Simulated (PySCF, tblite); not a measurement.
# C₅H₁₀ClFO: a rotation path, then NMR shifts on frames, part 2 of 2

tblite 0.8.0 and PySCF 2.14.0. Atoms count from 0.

### 5 Nuclear shieldings: image 4, PBE0/pcSseg-1

Job settings and geometry (Å):

```
{"job": {"kind": "nmr", "xc": "PBE0", "basis": "pcSseg-1", "pop": false}, "charge": 0, "multiplicity": 1}
C     -2.946100     0.045800     0.755200
C     -1.853200    -0.322000    -0.235600
O     -0.659600     0.312500     0.165400
C      0.442700    -0.011500    -0.632800
C      1.687000     0.724900    -0.087100
F      1.378400     1.370100     1.085500
C      2.850500    -0.211300     0.226000
Cl     3.480200    -0.934100    -1.265500
H     -2.670400    -0.293200     1.749200
H     -3.069400     1.124200     0.783400
H     -3.884800    -0.417600     0.464400
H     -1.708600    -1.414200    -0.259400
H     -2.126300     0.003800    -1.251600
H      0.268500     0.290700    -1.677800
H      0.613500    -1.101000    -0.626200
H      2.003300     1.509700    -0.785900
H      3.659800     0.347700     0.698100
H      2.525800    -1.018300     0.883400
```

With the program's defaults for keys left out, this is: GIAO PBE0/pcSseg-1 NMR shielding, non-relativistic, gas phase.

What it wrote:

```text
coarse grid: 15432 points
cycle   1  E = -831.0126778599  dE =  8.388e-01  |g| = 7.082e-01  |ddm| = 3.543e+00
cycle   2  E = -830.9124549171  dE =  1.002e-01  |g| = 1.053e+00  |ddm| = 1.446e+00
cycle   3  E = -831.1047677876  dE = -1.923e-01  |g| = 8.494e-02  |ddm| = 9.388e-01
cycle   4  E = -831.1059856623  dE = -1.218e-03  |g| = 3.364e-02  |ddm| = 8.327e-02
cycle   5  E = -831.1062292001  dE = -2.435e-04  |g| = 6.534e-03  |ddm| = 2.784e-02
cycle   6  E = -831.1062372508  dE = -8.051e-06  |g| = 2.498e-03  |ddm| = 5.925e-03
final grid: 144320 points
cycle   7  E = -831.1717024217  dE = -4.492e-05  |g| = 1.323e-02  |ddm| = 2.876e-02
cycle   8  E = -831.1716728991  dE =  2.952e-05  |g| = 1.860e-02  |ddm| = 1.864e-02
cycle   9  E = -831.1717345583  dE = -6.166e-05  |g| = 1.625e-03  |ddm| = 1.168e-02
cycle  10  E = -831.1717350886  dE = -5.302e-07  |g| = 2.703e-04  |ddm| = 1.686e-03
cycle  11  E = -831.1717351040  dE = -1.542e-08  |g| = 6.075e-05  |ddm| = 2.679e-04
cycle  12  E = -831.1717351047  dE = -7.051e-10  |g| = 2.201e-05  |ddm| = 7.388e-05
converged SCF energy = -831.1717351047

GIAO shielding tensors (ppm)
atom      isotropic    diamagn.    paramagn.     s11        s22        s33       span
  0 C      169.009     246.131     -77.122    153.375    167.732    185.921     32.547
  1 C      115.692     244.874    -129.181     84.692     95.948    166.438     81.746
  2 O      294.045     399.100    -105.055    256.280    294.624    331.231     74.950
  3 C      111.928     246.181    -134.254     86.496     95.168    154.119     67.623
  4 C       98.028     237.273    -139.245     67.463     77.514    149.107     81.643
  5 F      389.558     474.755     -85.197    361.110    383.663    423.902     62.792
  6 C      134.947     248.285    -113.338    114.038    134.856    155.947     41.909
  7 Cl     917.235    1145.189    -227.954    802.065    856.996   1092.645    290.580
  8 H       30.224      29.577       0.648     26.254     28.847     35.572      9.318
  9 H       30.201      29.076       1.124     26.263     28.615     35.724      9.461
 10 H       30.710      26.776       3.934     26.674     27.730     37.727     11.053
 11 H       28.211      31.008      -2.797     23.972     28.060     32.600      8.628
 12 H       28.096      30.414      -2.318     23.893     27.501     32.894      9.001
 13 H       27.759      31.050      -3.291     23.791     28.175     31.311      7.519
 14 H       28.163      31.527      -3.364     23.284     27.470     33.736     10.452
 15 H       26.833      28.857      -2.024     24.211     26.642     29.646      5.435
 16 H       27.848      27.399       0.449     21.904     27.960     33.679     11.775
 17 H       28.250      29.503      -1.253     23.704     27.804     33.242      9.539
```

It took 26 s on 1 thread of Arm Neoverse V1, shared host; peak memory 0.92 GiB.

Key values: δ C4 88.9, C3 75.0, C1 71.2, C6 52.0, H15 4.88, H13 3.96 ppm.

### 6 Nuclear shieldings: image 6, PBE0/pcSseg-1

Job settings and geometry (Å):

```
{"job": {"kind": "nmr", "xc": "PBE0", "basis": "pcSseg-1", "pop": false}, "charge": 0, "multiplicity": 1}
C     -3.054600     0.240600     0.555800
C     -1.878700    -0.346800    -0.208200
O     -0.713900     0.382400     0.118600
C      0.463900    -0.212200    -0.350900
C      1.657000     0.598800     0.155800
F      1.540800     0.774900     1.517500
C      2.991700    -0.107500    -0.062900
Cl     3.373300    -0.257200    -1.785700
H     -2.895800     0.125600     1.623900
H     -3.147200     1.299200     0.333900
H     -3.972100    -0.268400     0.273200
H     -1.745500    -1.406500     0.060400
H     -2.054700    -0.292500    -1.293700
H      0.486800    -0.230100    -1.451800
H      0.542100    -1.249000     0.015700
H      1.650300     1.602500    -0.285900
H      3.790100     0.464300     0.411200
H      2.957700    -1.111900     0.361400
```

Level: GIAO PBE0/pcSseg-1 NMR shielding, non-relativistic, gas phase.

What it wrote:

```text
coarse grid: 15432 points
cycle   1  E = -831.0199835560  dE =  8.367e-01  |g| = 7.097e-01  |ddm| = 3.541e+00
cycle   2  E = -830.9204584448  dE =  9.953e-02  |g| = 1.053e+00  |ddm| = 1.437e+00
cycle   3  E = -831.1124887562  dE = -1.920e-01  |g| = 8.331e-02  |ddm| = 9.297e-01
cycle   4  E = -831.1136624547  dE = -1.174e-03  |g| = 3.340e-02  |ddm| = 8.020e-02
cycle   5  E = -831.1139032362  dE = -2.408e-04  |g| = 6.380e-03  |ddm| = 2.708e-02
cycle   6  E = -831.1139108543  dE = -7.618e-06  |g| = 2.430e-03  |ddm| = 5.965e-03
final grid: 144320 points
cycle   7  E = -831.1795247587  dE = -4.734e-05  |g| = 1.275e-02  |ddm| = 2.886e-02
cycle   8  E = -831.1794969463  dE =  2.781e-05  |g| = 1.794e-02  |ddm| = 1.855e-02
cycle   9  E = -831.1795548458  dE = -5.790e-05  |g| = 1.557e-03  |ddm| = 1.161e-02
cycle  10  E = -831.1795553299  dE = -4.841e-07  |g| = 2.747e-04  |ddm| = 1.651e-03
cycle  11  E = -831.1795553459  dE = -1.597e-08  |g| = 6.141e-05  |ddm| = 2.707e-04
cycle  12  E = -831.1795553466  dE = -7.260e-10  |g| = 2.200e-05  |ddm| = 7.579e-05
converged SCF energy = -831.1795553466

GIAO shielding tensors (ppm)
atom      isotropic    diamagn.    paramagn.     s11        s22        s33       span
  0 C      169.110     246.069     -76.960    153.338    167.945    186.048     32.710
  1 C      115.119     245.096    -129.977     82.342     96.422    166.594     84.253
  2 O      291.335     399.402    -108.067    247.736    309.049    317.221     69.485
  3 C      109.186     246.506    -137.320     78.188     96.560    152.809     74.620
  4 C       93.729     239.173    -145.445     62.322     77.478    141.387     79.065
  5 F      382.944     474.665     -91.721    376.427    383.669    388.735     12.309
  6 C      138.838     248.165    -109.328    115.145    136.792    164.576     49.431
  7 Cl     905.469    1145.236    -239.767    781.722    855.353   1079.330    297.608
  8 H       30.192      29.408       0.783     26.234     28.752     35.589      9.355
  9 H       30.238      29.056       1.182     26.268     28.667     35.777      9.509
 10 H       30.725      26.719       4.005     26.687     27.756     37.730     11.044
 11 H       28.288      31.243      -2.955     24.043     28.375     32.446      8.403
 12 H       27.952      30.571      -2.619     23.611     27.532     32.713      9.102
 13 H       27.608      30.945      -3.336     22.463     27.612     32.751     10.288
 14 H       28.387      32.007      -3.620     24.345     28.344     32.473      8.128
 15 H       26.773      29.561      -2.788     24.575     26.581     29.163      4.588
 16 H       27.857      27.274       0.583     21.884     27.838     33.849     11.965
 17 H       28.333      28.860      -0.527     23.741     27.900     33.357      9.615
```

Run time: 25 s. Hardware: 1 thread of Arm Neoverse V1, shared host; peak memory 0.92 GiB.

This run: δ C4 93.2, C3 77.7, C1 71.8, C6 48.1, H15 4.94, H13 4.11 ppm.

### 7 Shielding tensors: image 8, PBE0/pcSseg-1

Job settings and geometry (Å):

```
{"job": {"kind": "nmr", "xc": "PBE0", "basis": "pcSseg-1", "pop": false}, "charge": 0, "multiplicity": 1}
C     -3.067300     0.417000     0.288000
C     -1.864600    -0.424300    -0.104800
O     -0.692500     0.275100     0.259000
C      0.487000    -0.412500    -0.058100
C      1.679900     0.430300     0.386600
F      1.891200     0.252500     1.738900
C      2.980900     0.047700    -0.313000
Cl     2.910200     0.474700    -2.032000
H     -3.057200     0.592600     1.359700
H     -3.028600     1.375800    -0.221000
H     -3.984900    -0.097100     0.016800
H     -1.893500    -1.398400     0.408400
H     -1.861700    -0.612800    -1.190600
H      0.551400    -0.584400    -1.143900
H      0.522900    -1.387200     0.453700
H      1.446000     1.492200     0.247500
H      3.814900     0.591300     0.132200
H      3.157100    -1.026200    -0.239000
```

Method: GIAO PBE0/pcSseg-1 NMR shielding, non-relativistic, gas phase.

What it wrote:

```text
coarse grid: 15432 points
cycle   1  E = -831.0211378914  dE =  8.338e-01  |g| = 7.107e-01  |ddm| = 3.534e+00
cycle   2  E = -830.9227350063  dE =  9.840e-02  |g| = 1.050e+00  |ddm| = 1.425e+00
cycle   3  E = -831.1136939121  dE = -1.910e-01  |g| = 8.217e-02  |ddm| = 9.186e-01
cycle   4  E = -831.1148294293  dE = -1.136e-03  |g| = 3.361e-02  |ddm| = 7.782e-02
cycle   5  E = -831.1150689327  dE = -2.395e-04  |g| = 6.668e-03  |ddm| = 2.663e-02
cycle   6  E = -831.1150766527  dE = -7.720e-06  |g| = 2.713e-03  |ddm| = 6.399e-03
final grid: 144320 points
cycle   7  E = -831.1811096162  dE = -4.641e-05  |g| = 1.274e-02  |ddm| = 2.661e-02
cycle   8  E = -831.1810812856  dE =  2.833e-05  |g| = 1.802e-02  |ddm| = 1.855e-02
cycle   9  E = -831.1811392926  dE = -5.801e-05  |g| = 1.528e-03  |ddm| = 1.172e-02
cycle  10  E = -831.1811397581  dE = -4.655e-07  |g| = 2.652e-04  |ddm| = 1.620e-03
cycle  11  E = -831.1811397735  dE = -1.545e-08  |g| = 6.005e-05  |ddm| = 2.682e-04
cycle  12  E = -831.1811397743  dE = -7.417e-10  |g| = 1.849e-05  |ddm| = 7.034e-05
converged SCF energy = -831.1811397743

GIAO shielding tensors (ppm)
atom      isotropic    diamagn.    paramagn.     s11        s22        s33       span
  0 C      169.009     246.155     -77.146    153.351    167.723    185.952     32.601
  1 C      115.469     245.075    -129.606     83.133     97.052    166.222     83.090
  2 O      285.676     399.431    -113.755    228.990    309.028    319.010     90.020
  3 C      109.638     246.643    -137.005     81.728     95.768    151.418     69.689
  4 C       89.313     240.054    -150.741     61.122     75.365    131.452     70.331
  5 F      374.550     473.047     -98.497    357.134    381.857    384.659     27.525
  6 C      140.499     248.954    -108.455    113.667    137.868    169.962     56.295
  7 Cl     890.656    1146.030    -255.374    759.975    831.765   1080.228    320.253
  8 H       30.178      29.103       1.076     26.236     28.629     35.670      9.434
  9 H       30.234      29.276       0.958     26.258     28.780     35.663      9.405
 10 H       30.713      26.688       4.024     26.698     27.739     37.701     11.003
 11 H       28.123      30.805      -2.683     23.894     27.793     32.681      8.787
 12 H       28.151      30.942      -2.791     23.992     28.025     32.437      8.446
 13 H       27.684      31.322      -3.638     22.883     26.833     33.337     10.454
 14 H       28.097      31.562      -3.464     24.799     28.135     31.358      6.558
 15 H       26.756      29.959      -3.202     25.440     26.776     28.052      2.612
 16 H       27.924      27.481       0.442     21.954     27.680     34.137     12.183
 17 H       28.414      28.743      -0.330     23.704     27.756     33.781     10.076
```

It took 26 s on 1 thread of Arm Neoverse V1, shared host; peak memory 0.92 GiB.

This run: δ C4 97.6, C3 77.3, C1 71.5, C6 46.4, H15 4.96, H13 4.03 ppm.

### 8 Run by run: NMR shifts

Shifts (ppm) of some atoms, chosen among heavy atoms and hydrogens apart, with basis size and wall time:

```tsv
frame	C4	C6	H17	H14	O2	F5	Cl7	functions	time
image 0	95.8	44.6	4.37	3.96	39.3	-207.5	43	193	26 s
image 2	93.5	47.8	3.86	3.97	37.7	-217.4	55	193	25 s
image 4	88.9	52.0	3.47	3.55	42.0	-218.6	33	193	26 s
image 6	93.2	48.1	3.38	3.33	44.7	-212.0	44	193	25 s
image 8	97.6	46.4	3.30	3.62	50.4	-203.6	59	193	26 s
```

### 9 Summary of results

What follows sums up all 2 parts.

```
                                         quantity                                                           value
                                          barrier                              0.218 eV (5.0 kcal/mol) at image 4
                            end to end (GFN2-xTB)                                                        0.017 eV
  ¹³C shifts against TMS (PBE0/pcSseg-1, image 0)                                95.8, 73.0, 71.3, 44.6, 17.8 ppm
   ¹H shifts against TMS (PBE0/pcSseg-1, image 0)  4.67, 4.37, 3.96, 3.84, 3.65, 3.57, 3.57, 1.52, 1.51, 1.04 ppm
  ¹⁷O shifts against H2O (PBE0/pcSseg-1, image 0)                                                        39.3 ppm
¹⁹F shifts against CFCl3 (PBE0/pcSseg-1, image 0)                                                      -207.5 ppm
 ³⁵Cl shifts against HCl (PBE0/pcSseg-1, image 0)                                                          43 ppm
                        range of the shift of Cl7                                                    33 to 59 ppm
```

What this shows: Along the band the dihedral turns by 153°, and the top (dihedral 125°) lies 5.0 kcal/mol above the start (GFN2-xTB, rough), so at room temperature this motion is fast. Ends this close can change order at a higher level. The top was not checked by a frequency run. Shifts at one fixed geometry are not the observed spectrum, which averages over the motion. In the first frame run (image 0): The widest tensor belongs to Cl7: span 303 ppm, with a paramagnetic part of -240 ppm. In ppm, Cl7 moves most: its shift spreads over 27 ppm, from 33 (image 4) to 59 (image 8).
